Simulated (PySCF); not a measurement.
# Br₃: relaxation and vibrations of the quartet

The task is one start of a wider search on Br₃: the quartet, from a PBE0 minimum start. It is relaxed, tested by its Hessian and followed downhill if it is a saddle.

Method: PBE, basis Br def2-TZVP, no relativity, density fitting; program: PySCF 2.14.0.

### 1 The starting structure

3 atoms, charge 0, spin multiplicity 4.

No contacts short enough for the rule that draws bonds.

```xyz
3
charge 0 multiplicity 4
Br    0.8103   -1.4034    0.0000
Br   -1.6206    0.0000    0.0000
Br    0.8103    1.4034    0.0000
```

### 2 Finding the electronic state

One driver script runs all steps and calls PySCF; scf.py shows how it sets up the SCF of each step. The optimiser is the driver's own. After this first run the driver tries any further starts and a stability analysis.

scf.py reads:

```python
from pyscf import gto, scf, dft
mol = gto.M(atom='''
Br     0.810280    -1.403440     0.000000
Br    -1.620560     0.000000     0.000000
Br     0.810280     1.403440     0.000000''',
    basis={'Br': 'def2-TZVP'},
    charge=0, spin=3)
mf = dft.UKS(mol, xc='PBE')
mf.grids.atom_grid = (50, 194)
aux = {'Br': 'def2-universal-JKFIT'}
mf = mf.density_fit(auxbasis=aux)
mf.conv_tol = 1e-08
mf.diis_space = 10
mf.max_cycle = 60
mf.init_guess = 'minao'
mf.verbose = 4
mf.kernel()
```

Run with:

```bash
$ OMP_NUM_THREADS=4 python axn.py task.json out
```

After this run come: Relaxation: PBE0 minimum start, quartet; Is it a minimum? Harmonic modes.

Q: Predict the outcome of this session. Wanted: minimum; geometry; wavenumbers; dipole moment; highest occupied, lowest empty level; polar-tensor charge of Br1; zero-point energy; atomisation energy; ⟨S²⟩.

As calculated:

```
                                          quantity                               value
                                           minimum                        quartet, D3h
                                          geometry  Br–Br 2.859 Å (×2); Br–Br–Br 60.0°
                                wavenumbers (cm⁻¹)                 128 (e'), 177 (a1')
                                     dipole moment                              0.00 D
highest occupied, lowest empty level (either spin)                     -6.95, -6.20 eV
                        polar-tensor charge of Br1                             +0.00 e
                                 zero-point energy                          2.6 kJ/mol
                               entropy at 298.15 K                     331.9 J/(mol K)
         atomisation energy (no zero-point energy)                          211 kJ/mol
                                              ⟨S²⟩                               3.754
```

In words: The PBE0 minimum start keeps its D3h symmetry and ends in a minimum. Only this shape and spin were tried, so other structures or states may lie lower.
